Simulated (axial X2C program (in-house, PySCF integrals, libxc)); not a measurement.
**Linear FRuF at several levels**

How do method and spin–orbit coupling move the bonds and stretches of FRuF, held linear?

The runs use an in-house X2C program for linear molecules on PySCF integrals; all-electron X2C, two-component (2c) or spin-free, F dyall-av3z, Ru dyall-v3z.

All values are calculated.

2 further runs of the same task are left out: 2 set aside as unsound or not needed.

## (1) Set-up

task.json

```json
{"zs": [9, 44, 9], "q": 0, "bas": ["dyall-av3z", "dyall-v3z", "dyall-av3z"], "r0": [1.89, 1.89], "symm": 1, "scan": ["PBE0", "HF", "PBE"], "levels": ["PBE0", "HF", "PBE"], "nst": 2}
```

Keys: zs atomic numbers; q charge; bas basis sets; r0 starting distance in Å; symm equal bonds; scan levels of the two-bond scan (MP2 follows by itself at each HF point); levels methods; nst determinants followed.

Command:

```sh
$ python solin.py task.json out
```

Masses F 18.998, Ru 101.904, F 18.998 u.

## (2) Scan at PBE0, 2c

State: Ω = 4 (beyond evenly filled blocks: ω = 3/2, ω = 5/2). Energies above the lowest point, from the job's result record:

| r(F–Ru) (Å) | r(Ru–F) (Å) | E (meV) |
| --- | --- | --- |
| 1.8262 | 1.8262 | 56.25 |
| 1.8262 | 1.8730 | 26.44 |
| 1.8262 | 1.9198 | 50.73 |
| 1.8730 | 1.8262 | 26.44 |
| 1.8730 | 1.8730 | 0.00 |
| 1.8730 | 1.9198 | 27.10 |
| 1.8730 | 1.9667 | 95.96 |
| 1.9198 | 1.8262 | 50.73 |
| 1.9198 | 1.8730 | 27.10 |
| 1.9198 | 1.9198 | 56.55 |
| 1.9667 | 1.8730 | 95.96 |
| 1.9667 | 1.9667 | 199.89 |

A quadratic surface with cubic terms in each bond gives the minimum at 1.871 and 1.871 Å, force constants 3.93, 3.93 and coupling 0.17 mdyn/Å.

## (3) Scan at HF, 2c

State: Ω = 4 (beyond evenly filled blocks: ω = 3/2, ω = 5/2). Energies above the lowest point, from the job's result record:

| r(F–Ru) (Å) | r(Ru–F) (Å) | E (meV) |
| --- | --- | --- |
| 1.8262 | 1.8262 | 175.34 |
| 1.8262 | 1.8730 | 100.36 |
| 1.8262 | 1.9198 | 84.66 |
| 1.8730 | 1.8262 | 100.36 |
| 1.8730 | 1.8730 | 27.21 |
| 1.8730 | 1.9198 | 13.00 |
| 1.8730 | 1.9667 | 45.55 |
| 1.9198 | 1.8262 | 84.66 |
| 1.9198 | 1.8730 | 13.00 |
| 1.9198 | 1.9198 | 0.00 |
| 1.9667 | 1.8730 | 45.55 |
| 1.9667 | 1.9667 | 68.05 |

A quadratic surface with cubic terms in each bond gives the minimum at 1.908 and 1.908 Å, force constants 3.63, 3.63 and coupling 0.09 mdyn/Å.

## (4) Scan at PBE, 2c

State: Ω = 4 (beyond evenly filled blocks: ω = 3/2, ω = 5/2). Energies above the lowest point, from the job's result record:

| r(F–Ru) (Å) | r(Ru–F) (Å) | E (meV) |
| --- | --- | --- |
| 1.8262 | 1.8262 | 81.38 |
| 1.8262 | 1.8730 | 38.93 |
| 1.8262 | 1.9198 | 50.86 |
| 1.8730 | 1.8262 | 38.93 |
| 1.8730 | 1.8730 | 0.00 |
| 1.8730 | 1.9198 | 14.87 |
| 1.8730 | 1.9667 | 71.64 |
| 1.9198 | 1.8262 | 50.86 |
| 1.9198 | 1.8730 | 14.87 |
| 1.9198 | 1.9198 | 32.16 |
| 1.9667 | 1.8730 | 71.64 |
| 1.9667 | 1.9667 | 151.34 |

A quadratic surface with cubic terms in each bond gives the minimum at 1.882 and 1.882 Å, force constants 3.75, 3.75 and coupling 0.18 mdyn/Å.

## (5) Comparison

| level | r(F–Ru) (Å) | r(Ru–F) (Å) | lower stretch (cm⁻¹) | upper stretch (cm⁻¹) |
| --- | --- | --- | --- | --- |
| PBE0, 2c | 1.871 | 1.871 | 605.5 | 678.7 |
| HF, 2c | 1.908 | 1.908 | 576.7 | 658.8 |
| PBE, 2c | 1.882 | 1.882 | 592.6 | 661.9 |
| MP2, 2c | 1.887 | 1.887 | 588.0 | 660.6 |
| PBE0, spin-free | 1.871 | 1.871 | 606.0 | 679.4 |
| HF, spin-free | 1.907 | 1.907 | 577.2 | 659.8 |
| PBE, spin-free | 1.881 | 1.881 | 593.0 | 662.6 |
| MP2, spin-free | 1.886 | 1.886 | 588.6 | 661.9 |

Scans not shown above were run alike.

In words: Over the levels the F–Ru bond spans 1.871 to 1.908 Å and the Ru–F bond 1.871 to 1.908 Å. At PBE0 spin–orbit coupling leaves both bonds unchanged to 0.001 Å. Each state is one determinant, the lowest of a limited PBE0 search; the stretches come from a fit to few points and are good to some per cent at best. The stretches are sorted by size, and where the two bonds are alike the symmetric and antisymmetric modes can swap order between levels. MP2 freezes inner shells (threshold -2 hartree). The molecule was held linear; bending was not examined, so a bent shape may lie lower. Open-shell Ω = 0 determinants with evenly filled partner blocks cannot be reached by this program, so the Ω shown need not be the lowest component. Note: functional without a current term on a determinant with orbital currents, of the molecule or an atom. Note: several unpaired electrons, one determinant need not be a pure state.
